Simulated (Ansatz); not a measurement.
# Cu3Sn (Pmmn): equation of state with a fit

Where is the equilibrium volume of Cu3Sn (Pmmn), and how stiff is it? Aim: an equation of state with a fit, for Cu3Sn (Pmmn), run from a script.

Computed with Ansatz 0.2.0 through its Python package. Level of theory: DFT PBEsol, plane waves, PAW.

## Step 1: The structure

It takes space group Pmmn (No. 59, orthorhombic). The conventional cell has a = 4.320 Å, b = 5.490 Å, c = 4.740 Å, α = 90.00°, β = 90.00°, γ = 90.00°. Cu (site symmetry mm2) has 8 Cu at 2.68 to 2.74 Å and 4 Sn at 2.68 to 2.75 Å as nearest neighbours. Cu (site symmetry m) is surrounded by 8 Cu at 2.68 to 2.75 Å and 4 Sn at 2.68 to 2.74 Å. Around Sn (site symmetry mm2) lie 12 Cu at 2.68 to 2.75 Å.

The script holds or builds the structure itself.

## Step 2: The script

eos_cu3sn.py

```python
# -*- coding: utf-8 -*-
'''Energy against volume for Cu3Sn, with a fit.'''

import ansatz as az
from ase.eos import EquationOfState
from ase.units import GPa
import numpy as np

VECTORS = np.array([
    [4.32, 0.0, 0.0],
    [0.0, 5.49, 0.0],
    [0.0, 0.0, 4.74],
])
SITES = [
    ('Cu', (0.5, 0.0, 0.333)),
    ('Cu', (0.0, 0.5, 0.667)),
    ('Cu', (0.0, 0.25, 0.167)),
    ('Cu', (0.0, 0.75, 0.167)),
    ('Cu', (0.5, 0.75, 0.833)),
    ('Cu', (0.5, 0.25, 0.833)),
    ('Sn', (0.0, 0.0, 0.667)),
    ('Sn', (0.5, 0.5, 0.333)),
]


def on_lattice(cell):
    crystal = az.Crystal(lattice=az.Lattice.of(cell))
    for symbol, position in SITES:
        crystal = crystal.atom(symbol, position)
    return crystal


def main():
    # uniform scaling of the cell
    volumes, energies = [], []
    for scale in np.linspace(0.95, 1.07, 5):
        cell = VECTORS * scale ** (1 / 3)
        job = (
            on_lattice(cell).calculation()
            .functional('pbesol')
            .occupations(az.OccupationsMethod.FERMI_DIRAC, width=0.1)
            .basis(500)
            .kpoints(6, 5, 6)
        )
        r = job.run(threads=1, backend='cpu').report
        volumes.append(abs(np.linalg.det(cell)) / len(SITES))
        energies.append(r['free_energy_ev'] / len(SITES))
        print(f'V = {volumes[-1]:8.4f} A^3/atom  F = {energies[-1]:.5f} eV/atom')

    eos = EquationOfState(volumes, energies, eos='sj')
    v0, e0, bulk = eos.fit()
    print(f'V0 = {v0:.4f} A^3/atom, E0 = {e0:.5f} eV/atom, B = {bulk / GPa:.1f} GPa')


if __name__ == '__main__':
    main()
```

## Step 3: The input behind the calls

The package turns the script's settings into the engine's input (first run):

```yaml
crystal:
  lattice:
    - [4.246765513163533, 0.0, 0.0]
    - [0.0, 5.396931172978657, 0.0]
    - [0.0, 0.0, 4.659645493609988]
  atoms:
    - { symbol: Cu, position: [0.5, 0.0, 0.333] }
    - { symbol: Cu, position: [0.0, 0.5, 0.667] }
    - { symbol: Cu, position: [0.0, 0.25, 0.167] }
    - { symbol: Cu, position: [0.0, 0.75, 0.167] }
    - { symbol: Cu, position: [0.5, 0.75, 0.833] }
    - { symbol: Cu, position: [0.5, 0.25, 0.833] }
    - { symbol: Sn, position: [0.0, 0.0, 0.667] }
    - { symbol: Sn, position: [0.5, 0.5, 0.333] }
basis:
  ecutwfc: 500.0
kpoints:
  mp_grid:
    grid: [6, 5, 6]
hamiltonian:
  xc: pbesol
scf:
  occupations:
    method: fermi_dirac
    width: 0.1
```

## Step 4: Launch

The run is started by

```sh
$ python eos_cu3sn.py
```

**Question.** Where does the minimum lie against the volume typed, and how stiff is the crystal?

As calculated:

| quantity | value |
| --- | --- |
| runs compared | 5 |
| range of energy | 38.70 meV/atom |
| lowest point, volume (Å³/atom) | 13.771 |
| equilibrium volume (fit) | 13.80 Å³/atom |
| bulk modulus (fit) | 133 GPa |

What this shows: A third-order Birch-Murnaghan fit through the 5 points (the script's own form differs a little) has its minimum at 13.80 Å³ an atom, 1.8 % below the typed cell, with a bulk modulus of 133 GPa and dB/dP = 5.2. From that minimum the energy rises by 6.5 meV an atom on the compressed side and 38.7 meV on the expanded side. Notes:
- Spin is left out of this run.
- Shape and fractional positions are held along the curve, so the bulk modulus is an upper value where they are free to relax.
- For a metal this k-point mesh is coarse: on a finer one energies can move by several to tens of meV an atom and pressures by half a GPa or more, differences at one mesh by less.
